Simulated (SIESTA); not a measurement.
# CuSn3: equation of state with PBEsol

Crystal: CuSn3.

```
Sn Cu
1.0
    -2.23990    2.23990    4.87070
     2.23990   -2.23990    4.87070
     2.23990    2.23990   -4.87070
Sn Cu
3 1
Direct
  0.50000 0.50000 0.00000
  0.25000 0.75000 0.50000
  0.75000 0.25000 0.50000
  0.00000 0.00000 0.00000
```

The cell comes from a database or a generator and needn't be the stable form of this composition.

| Quantity | Value |
| --- | --- |
| Program | SIESTA 5.4.2 |
| Task | equation of state |
| Functional | PBEsol |
| Potentials or basis | PseudoDojo 0.4 standard (PBEsol files) |
| Basis | DZP (energy shift 0.003 Ry; two zetas on semicore shells) |
| Grid cutoff | 800 Ry |
| Energy shift | 0.003 Ry |
| k mesh | 8 × 8 × 8 |
| Occupations | fermi-dirac, width 0.05 eV |
| Spin | no spin polarisation |

```
Equilibrium volume                        : 22.86 Å³/atom (rough: see the caveat)
Bulk modulus at fixed shape and positions : 68 GPa (rough)
```

Energy against volume, from the lowest point:
| volume (Å³/atom) | energy (meV/atom) |
| --- | --- |
| 22.971 | 0.00 |
| 23.460 | 3.22 |
| 23.948 | 9.90 |
| 24.437 | 19.59 |
| 24.926 | 32.73 |
| 25.415 | 47.82 |
| 25.903 | 64.91 |

All runs of the series together: 26 min on 1 thread of Arm Neoverse V2 (shared host).

Caveat: the minimum lies outside the volumes run; short orbitals over semicore shells can move pressures by several GPa; the cell was scaled at fixed shape and fractional positions, which overstates the stiffness of a crystal with free parameters, most of all of layers and chains; the basis of atomic orbitals isn't converged, which shifts pressures, moduli and gaps.
